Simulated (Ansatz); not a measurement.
# Ca2BPb: the cost of one run

Computed with Ansatz 0.2.0 (DFT PBE, scalar-relativistic, plane waves, PAW, unless a step's input says otherwise).

## Step 1: The system as given

It takes space group P4/mmm (No. 123, tetragonal). Conventional cell: a = 3.754 Å, b = 3.754 Å, c = 5.879 Å, α = 90.00°, β = 90.00°, γ = 90.00°. Around Ca (site symmetry 4mm) lie 1 B at 1.60 Å. B (site symmetry 4/mmm) has 2 Ca at 1.60 Å as nearest neighbours. Pb (site symmetry 4/mmm) is surrounded by 8 Ca at 2.98 Å.

Structure file:

```
Ca B Pb
1.0
     3.75440    0.00000    0.00000
     0.00000    3.75440    0.00000
     0.00000    0.00000    5.87898
Ca B Pb
2 1 1
Direct
  0.00000 0.00000 0.27153
  0.00000 0.00000 0.72847
  0.00000 0.00000 0.00000
  0.50000 0.50000 0.50000
```

Recipe of the guess: random cell by space group and Wyckoff sites (P4/mmm, No. 123). Its size is a rough estimate.

## Step 2: The guess as it stands, on a coarse mesh

The input, input.yaml:

```yaml
crystal:
  lattice:
    - [3.75440314, 0.0, 0.0]
    - [0.0, 3.75440314, 0.0]
    - [0.0, 0.0, 5.87898002]
  atoms:
    - { symbol: Ca, position: [0.0, 0.0, 0.27153053] }
    - { symbol: Ca, position: [0.0, 0.0, 0.72846947] }
    - { symbol: B, position: [0.0, 0.0, 0.0] }
    - { symbol: Pb, position: [0.5, 0.5, 0.5] }
basis:
  ecutwfc: 420
kpoints:
  mp_grid: { grid: [4, 4, 4] }
hamiltonian:
  xc: pbe
scf:
  occupations: { method: gaussian, width: 0.1 }
  lower_state_search: "off"
output:
  forces: true
  stress: true
  eigenvalues: true
```

Launch:

```console
$ ansatz run input.yaml --threads 1 --pin off --max-ram 2048MiB --backend cpu --events-out ev --progress --plain --runs-dir out
```

Q: Estimate wall time and peak memory on 1 thread of Arm Neoverse V2, shared host.

About 2.6 s, with a peak of 0.34 GiB.
